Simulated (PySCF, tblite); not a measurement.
**C8H11B: geometry, infrared bands and NMR shifts**

Aim: predict the infrared bands and NMR shifts of C8H11B (`C#CB/C=C\CC1CC1`).

Programs: tblite 0.8.0 and PySCF 2.14.0, with density-fitted response routines of our own. Each step states its level of theory. These are calculated values for one molecule in the gas phase, unless marked as measured. Atoms are numbered from 0 throughout.

## 1. The molecule as given

20 atoms, charge 0, multiplicity 1; geometry from: force field or distance geometry start.

Bonds of the start (Å): C0–C1 1.22, C1–B2 1.54, B2–C3 1.58, C3–C4 1.34, C4–C5 1.47, C5–C6 1.50, C6–C7 1.52, C7–C8 1.51, C8–C6 1.51, C0–H9 1.05, B2–H10 1.20, C3–H11 1.07, C4–H12 1.09, C5–H13 1.12, C5–H14 1.11, C6–H15 1.12, C7–H16 1.11, C7–H17 1.13, C8–H18 1.12, C8–H19 1.10.

## 2. Relaxing the molecule with GFN2-xTB

What the job is given:

```
{"job": {"kind": "relax", "xc": "GFN2-xTB", "basis": "xTB"}, "charge": 0, "multiplicity": 1}
C      4.775600     0.326400     0.697800
C      3.656300     0.119400     0.271600
B      2.247300    -0.191500    -0.254800
C      1.526500     0.926500    -1.106300
C      0.193200     0.852900    -1.249500
C     -0.581300    -0.245800    -0.648900
C     -1.631200     0.198600     0.333000
C     -2.376000    -0.990900     0.926600
C     -3.087000    -0.025900     0.006300
H      5.733200     0.502500     1.080000
H      2.027300    -1.316000    -0.600200
H      2.068600     1.733100    -1.554000
H     -0.315400     1.618600    -1.827600
H      0.097800    -0.931300    -0.085900
H     -1.056700    -0.827200    -1.462900
H     -1.412200     0.971300     1.109000
H     -2.612700    -0.982600     2.006100
H     -2.179900    -1.997100     0.445100
H     -3.834700     0.609000     0.537700
H     -3.243800    -0.339200    -1.035900
```

Command:

```
OMP_NUM_THREADS=1 python probes_run.py task.json out
```

The driver reads the jobs from task.json and runs them one after another.

**Question.** This job is followed by: GFN2-xTB harmonic vibrations, gas phase; GIAO PBE0/pcSseg-1 NMR shielding, non-relativistic, gas phase. What will the session give for the following? strongest single infrared mode (GFN2-xTB); zero-point energy (GFN2-xTB); 13C shifts against TMS (PBE0/pcSseg-1, means over atoms taken as alike); 1H shifts against TMS (PBE0/pcSseg-1, means over atoms taken as alike); 11B shifts against BF3·OEt2 (PBE0/pcSseg-1).

As calculated:

| quantity | value |
| --- | --- |
| strongest single infrared mode (GFN2-xTB) | 1642 cm⁻¹, 222 km/mol |
| zero-point energy (GFN2-xTB) | 101.7 kcal/mol |
| 13C shifts against TMS (PBE0/pcSseg-1, means over atoms taken as alike) | 173.8, 144.0, 130.0, 102.8, 42.0, 14.7, 6.4 ppm |
| 1H shifts against TMS (PBE0/pcSseg-1, means over atoms taken as alike) | 7.49, 6.83, 6.58, 4.38, 2.44, 0.56, 0.49, 0.19 ppm |
| 11B shifts against BF3·OEt2 (PBE0/pcSseg-1) | 51.7 ppm |

What this shows: Over 116 steps the energy fell by 0.753 eV; of the close pairs, C7–H17 changed most, 1.133 to 1.080 Å. All 54 modes are real, so the xTB geometry is a minimum. The strongest single mode, at 1642 cm⁻¹, moves mainly C4 and C3. GFN2-xTB is a fitted tight-binding method: band positions and strengths are rough. Its intensities can rank the bands wrongly. At PBE0/pcSseg-1: The largest span, 314 ppm, is at C1, where the paramagnetic term is -170 ppm.
